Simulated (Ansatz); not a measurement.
# GeH3− (triplet): from Hartree-Fock to the top rungs at distance Ge1–H4 = 1.687 Å, aug-cc-pVDZ

How much of the correlation energy of GeH3− (triplet) does each wave-function method recover here?

Program: Ansatz 0.2.0, Gaussian basis. Level of theory: aug-cc-pVDZ, core rule «outside noble gas», up to 14 orbitals frozen. These are calculated values, not measurements.

To be run: UHF; CCSD(T) on ROHF; CCSD(T) on UHF; BCCD(T) on ROHF; CISD; CCSDT(Q) on ROHF; CCSDT(Q) on UHF; CASSCF and MRCISD+Q, 4 electrons in 4 orbitals; CASSCF and NEVPT2, 4 electrons in 4 orbitals.

24 further runs of the same task are left out: 8 for a known fault of the program, 1 for a mislabelled method, 13 that didn't finish, 2 set aside as unsound or not needed.

**1. What is computed**

The geometry derives from a PBE0/def2-TZVPD stationary point (not a proven minimum). One bond is set to the value named and the two fragments are kept rigid. No spin-orbit coupling is included. The filled d shell of Ge may be among the frozen orbitals whatever the setting's name suggests; the logs give the count.

4 atoms, charge -1, spin multiplicity 3.

Atoms are counted from 1 here; the program's logs count them from 0.

Bond lengths: Ge1–H2 1.687 Å, Ge1–H3 1.687 Å, Ge1–H4 1.687 Å. Angles: H2–Ge1–H3 120.0°, H2–Ge1–H4 120.0°, H3–Ge1–H4 120.0°.

**2. UHF**

The input, in.yaml:

```yaml
crystal:
  periodic: [false, false, false]
  atoms:
    - {symbol: Ge, position_ang: [0.000000, 0.000000, 0.000000]}
    - {symbol: H, position_ang: [1.685905, 0.046488, -0.006500]}
    - {symbol: H, position_ang: [-0.883179, 1.436779, 0.011900]}
    - {symbol: H, position_ang: [-0.802727, -1.483267, -0.005400]}
basis:
  gaussian: {orbitals: aug-cc-pVDZ}
total_charge: -1
magnetization: {spin_polarized: true, initial_magnetization: 2}
hamiltonian: {xc: hf}
output: {orbitals: {seedname: orbitals}}
```

Command:

```console
$ ansatz run in.yaml --threads 1 --pin off --events-out ev --progress --plain --max-ram 2393MiB
```

After this run come: CCSD(T) on ROHF; CCSD(T) on UHF; BCCD(T) on ROHF; CISD; CCSDT(Q) on ROHF; CCSDT(Q) on UHF; CASSCF and MRCISD+Q, 4 electrons in 4 orbitals; CASSCF and NEVPT2, 4 electrons in 4 orbitals.

**Question.** What will the summary of the whole plan be? Wanted: UCCSDT(Q) below the RHF energy; RMP2 from UCCSDT(Q); UMP2 from UCCSDT(Q); RCCSD from UCCSDT(Q); RCCSD(T) from UCCSDT(Q); UCCSD(T) from UCCSDT(Q); RCCSDT(Q) from UCCSDT(Q); NEVPT2 pair from UCCSDT(Q); MRCISD+Q pair from UCCSDT(Q).

As calculated:

```
                         quantity                                                   value
   UCCSDT(Q) below the RHF energy                                              -4.1707 eV
              RMP2 from UCCSDT(Q)                                            +90.8 kJ/mol
              UMP2 from UCCSDT(Q)                                            +92.8 kJ/mol
             RCCSD from UCCSDT(Q)                                            +16.4 kJ/mol
          RCCSD(T) from UCCSDT(Q)                                             +3.8 kJ/mol
          UCCSD(T) from UCCSDT(Q)                                             +3.5 kJ/mol
         RCCSDT(Q) from UCCSDT(Q)                                             +0.4 kJ/mol
       NEVPT2 pair from UCCSDT(Q)                                            +93.7 kJ/mol
     MRCISD+Q pair from UCCSDT(Q)                                             +4.8 kJ/mol
levels within 1 kcal/mol (43 meV)  RCCSD(T), UCCSD(T), BCCD(T), RCCSDT, UCCSDT, RCCSDT(Q)
                    T1 diagnostic                                                   0.025
```

What this shows: RCCSD(T) misses by +3.8 kJ/mol, 1.0 % of the correlation energy. Of the multireference levels listed MRCISD+Q pair comes nearest in total energy (+4.8 kJ/mol), which doesn't show that its space is the better one. These misses are within one basis, not against nature; the frozen cores of restricted and unrestricted runs differ, which can shift their rows. The highest orbital lies above zero: the basis alone holds the extra electron.
